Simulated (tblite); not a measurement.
# C7H8FGaO: the cost of one run

Programs: tblite 0.8.0 and PySCF 2.14.0, with density-fitted response routines of our own. Each step states its level of theory. These are calculated values for one molecule in the gas phase, unless marked as measured. Atoms are numbered from 0 throughout.

### Step 1. The starting structure

18 atoms, charge 0, multiplicity 1; geometry from: force field or distance geometry start.

Bonds of the start (Å): C0–C1 1.34, C1–C2 1.46, C2–C3 1.19, C3–C4 1.48, C1–O5 1.37, O5–C6 1.37, C6–F7 1.36, C6–C8 1.33, C8–Ga9 2.08, C0–H10 1.06, C0–H11 1.09, C4–H12 1.11, C4–H13 1.11, C4–H14 1.11, C8–H15 1.11, Ga9–H16 1.53, Ga9–H17 1.46.

### Step 2. Optimising the geometry with GFN2-xTB

What the job is given:

```
{"job": {"kind": "relax", "xc": "GFN2-xTB", "basis": "xTB"}, "charge": 0, "multiplicity": 1}
C      0.835500     2.261500     1.476400
C      0.588600     1.390100     0.491800
C      1.458000     0.214500     0.492700
C      2.172900    -0.735900     0.458200
C      3.072900    -1.912300     0.436400
O     -0.391700     1.550500    -0.445400
C     -1.168900     0.576000    -1.012500
F     -0.671300    -0.433500    -1.769400
C     -2.476800     0.641500    -0.776700
Ga    -3.883900    -0.704600    -1.509400
H      1.600900     2.075400     2.178300
H      0.194500     3.136600     1.502000
H      3.496500    -2.138400     1.434000
H      2.574900    -2.794600    -0.027300
H      3.903300    -1.635900    -0.243000
H     -2.872500     1.463700    -0.148300
H     -3.732200    -2.042700    -2.229300
H     -4.709400    -0.905700    -0.320400
```

The run is started by

```console
> OMP_NUM_THREADS=1 python probes_run.py task.json out
```

One launch serves the whole session: the jobs run in the order shown.

**Question.** How long does this first job take on 1 thread of Arm Neoverse N1, shared host, and how much memory does it need?

About 2.7 s, with a peak of 0.18 GiB.
